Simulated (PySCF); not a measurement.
# CH4N2OSi: the cost of one run

Computed with PySCF 2.14.0, with density-fitted response routines of our own, on a single molecule in the gas phase. Atoms are numbered from 0 throughout.

## 1. The starting structure

9 atoms, charge 0, multiplicity 1; geometry from: GFN2-xTB. The atoms were then displaced at random by about 0.01 Å, so the start is not that level's minimum.

Bonds of the start (Å): N0–C1 1.17, C1–Si2 1.88, Si2–N3 1.69, Si2–O4 1.61, Si2–H5 1.46, N3–H6 1.00, N3–H7 1.03, O4–H8 0.93.

## 2. Relaxing the molecule at PBE0-D3(BJ)/def2-SVP

What the job is given:

```
{"job": {"xc": "PBE0", "basis": "def2-SVP", "d3": "d3bj", "grid": 1, "shake": 0.01, "kind": "geom"}, "charge": 0, "multiplicity": 1}
N      2.773750    -0.236650    -0.801270
C      1.717400    -0.064550    -0.331670
Si     0.035440     0.172620     0.485450
N     -0.903710    -0.921210    -0.388160
O     -0.509790     1.677950     0.324670
H      0.203090     0.067880     1.935910
H     -0.612050    -1.869780    -0.533460
H     -1.916590    -0.908010    -0.231220
H     -0.729740     2.064600    -0.493970
```

The run is started by

```sh
OMP_NUM_THREADS=1 python probes_run.py task.json out
```

The driver reads the jobs from task.json and runs them one after another.

Q: Estimate the wall time and peak memory of this first job on 1 thread of Arm Neoverse V2, shared host.

About 55 s, with a peak of 0.45 GiB.
